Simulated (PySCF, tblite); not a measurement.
# C₈H₁₃Cl: infrared bands and NMR shifts

Wanted: the infrared bands and NMR shifts of C₈H₁₃Cl (`C[C@@H]1C[C@H]2C[C@@H]1C[C@@H]2Cl`), by calculation.

Computed with tblite 0.8.0 and PySCF 2.14.0, with density-fitted response routines of our own, on a single molecule in the gas phase. Atoms are numbered from 0 throughout.

### 1 The molecule as given

22 atoms, charge 0, multiplicity 1; geometry from: GFN2-xTB.

Bonds of the start (Å): C0–C1 1.52, C1–C2 1.55, C2–C3 1.53, C3–C4 1.53, C4–C5 1.53, C5–C6 1.53, C6–C7 1.54, C7–Cl8 1.79, C5–C1 1.54, C7–C3 1.53, C0–H9 1.09, C0–H10 1.09, C0–H11 1.09, C1–H12 1.09, C2–H13 1.09, C2–H14 1.09, C3–H15 1.09, C4–H16 1.09, C4–H17 1.09, C5–H18 1.09, C6–H19 1.09, C6–H20 1.09, C7–H21 1.09.

### 2 Harmonic vibrations with GFN2-xTB

What the job is given:

```
{"job": {"kind": "ir", "xc": "GFN2-xTB", "basis": "xTB"}, "charge": 0, "multiplicity": 1}
C     -2.048065    -0.555601    -0.866694
C     -1.218726     0.035542     0.265496
C     -0.514416     1.359764    -0.109978
C      0.946123     1.114721     0.291022
C      0.790932     0.207142     1.511284
C     -0.048158    -0.831960     0.765641
C      0.892049    -1.193287    -0.390085
C      1.542421     0.153964    -0.739650
Cl     3.324674     0.082192    -0.581899
H     -1.469881    -0.646215    -1.782481
H     -2.421265    -1.539748    -0.591424
H     -2.901107     0.087697    -1.072356
H     -1.890929     0.204765     1.113019
H     -0.925758     2.201300     0.446897
H     -0.609924     1.581239    -1.172993
H      1.529942     2.023254     0.425366
H      0.257767     0.685865     2.329924
H      1.740619    -0.183568     1.870460
H     -0.369273    -1.697955     1.341921
H      1.644553    -1.903345    -0.047350
H      0.379076    -1.637254    -1.240049
H      1.358934     0.470875    -1.766920
```

**Question.** This job is followed by: GIAO PBE0/pcSseg-1 NMR shielding, non-relativistic, gas phase. Predict these results of the whole session: strongest single infrared mode (GFN2-xTB); zero-point energy (GFN2-xTB); 13C shifts against TMS (PBE0/pcSseg-1); 1H shifts against TMS (PBE0/pcSseg-1, means over atoms taken as alike); 35Cl shifts against HCl (PBE0/pcSseg-1).

As calculated:

```
                                                              quantity                                                                 value
                             strongest single infrared mode (GFN2-xTB)                                                  3017 cm⁻¹, 57 km/mol
                                          zero-point energy (GFN2-xTB)                                                        121.3 kcal/mol
                                13C shifts against TMS (PBE0/pcSseg-1)                    66.1, 51.7, 45.5, 39.6, 39.1, 38.9, 35.7, 19.4 ppm
1H shifts against TMS (PBE0/pcSseg-1, means over atoms taken as alike)  3.59, 2.30, 2.12, 1.93, 1.93, 1.86, 1.80, 1.70, 1.25, 0.91, 0.41 ppm
                               35Cl shifts against HCl (PBE0/pcSseg-1)                                                               210 ppm
```

**Reading.** No mode is imaginary among the 60: a minimum at this level. The strongest single mode, at 3017 cm⁻¹, moves mainly H16 and H17. GFN2-xTB is a fitted tight-binding method: band positions and strengths are rough. Its intensities can rank the bands wrongly. The most deshielded hydrogen is H21 (hydrogen on an sp3 CH bonded to Cl), at 3.59 ppm: its carbon carries Cl, an electronegative neighbour. At PBE0/pcSseg-1: The widest tensor belongs to Cl8: span 584 ppm, with a paramagnetic part of -406 ppm.
